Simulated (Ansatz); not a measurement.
# Si: the cost of one run

Method: DFT LDA, scalar-relativistic, plane waves, PAW, in Ansatz 0.2.0.

## Step 1: Starting point

Symmetry: I4/mmm, No. 139, tetragonal system. Conventional cell: a = 6.602 Å, b = 6.602 Å, c = 3.817 Å, α = 90.00°, β = 90.00°, γ = 90.00°. Si (site symmetry m2m) has 4 Si at 2.33 to 2.36 Å as nearest neighbours.

As a file:

```xyz
4
Lattice="-3.3010 3.3010 1.9083 3.3010 -3.3010 1.9083 3.3010 3.3010 -1.9083" Properties=species:S:1:pos:R:3 pbc="T T T"
Si    1.1807    1.1807    0.0000
Si    2.1203    2.1203    1.9083
Si    2.1203   -2.1203    1.9083
Si   -2.1203    2.1203    1.9083
```

It goes back to an entry of the Materials Project, which need not be the stable form.

It is the result of an earlier relaxation at this level (volume 20.79 Å³/atom; gap on the mesh: 0.20 eV).

## Step 2: Setting up the map

The energy is mapped over a normal mode and a strain (zone-centre modes of the cell shown) (x along [1 0 0], y along [0 1 0], z along [0 0 1] of the conventional cell).

First coordinate, amplitude of mode 4 (135 cm⁻¹), largest displacement in the unstrained cell: 7 values from −0.126 Å. Second coordinate, equal normal strain along x, y and z: 7 values from −2.50 %.

Nothing else is relaxed (the pattern is fixed in fractional coordinates). Energies count from the relaxed high-symmetry cell. Points are written as (first, second).

The modes come from a phonon run on the reference cell, made beforehand.

The patterns, per unit of each coordinate (Å):

```
atom     x1     y1      z1
 Si1  0.000  0.000   1.000
 Si2  0.000  0.000   1.000
 Si3  0.000  0.000  -1.000
 Si4  0.000  0.000  -1.000
```

## Step 3: Grid point (−0.126 Å, −0.83 %)

input.yaml reads:

```yaml
crystal:
  lattice:
    - [-3.2736184406, 3.2736184406, 1.8924154586]
    - [3.2736184406, -3.2736184406, 1.8924154586]
    - [3.2736184406, 3.2736184406, -1.8924154586]
  atoms:
    - { symbol: Si, position: [0.1458309641, 0.1458309641, 0.3576908752] }
    - { symbol: Si, position: [0.7881400889, 0.7881400889, 0.6423091248] }
    - { symbol: Si, position: [0.2118599111, 0.8541690359, 0.0] }
    - { symbol: Si, position: [0.8541690359, 0.2118599111, 0.0] }
basis:
  ecutwfc: 420
kpoints:
  mp_grid: { grid: [10, 10, 10] }
hamiltonian:
  xc: lda
  pseudopotentials: { kind: paw, azcp: { folder: soft_1 } }
scf:
  occupations: { method: gaussian, width: 0.03 }
output:
  forces: true
  stress: true
  eigenvalues: true
  write_density: true
  write_potential: true
  elf: true
  volumetric_format: npy
```

The run is started by

```
$ ansatz run input.yaml --threads 1 --pin off --max-ram 2048MiB --backend cpu --events-out ev --progress --plain --runs-dir out
```

**Question.** How long does this run take on 1 thread of Arm Neoverse N1, shared host, and how much memory does it need?

About 30 s, with a peak of 0.38 GiB.
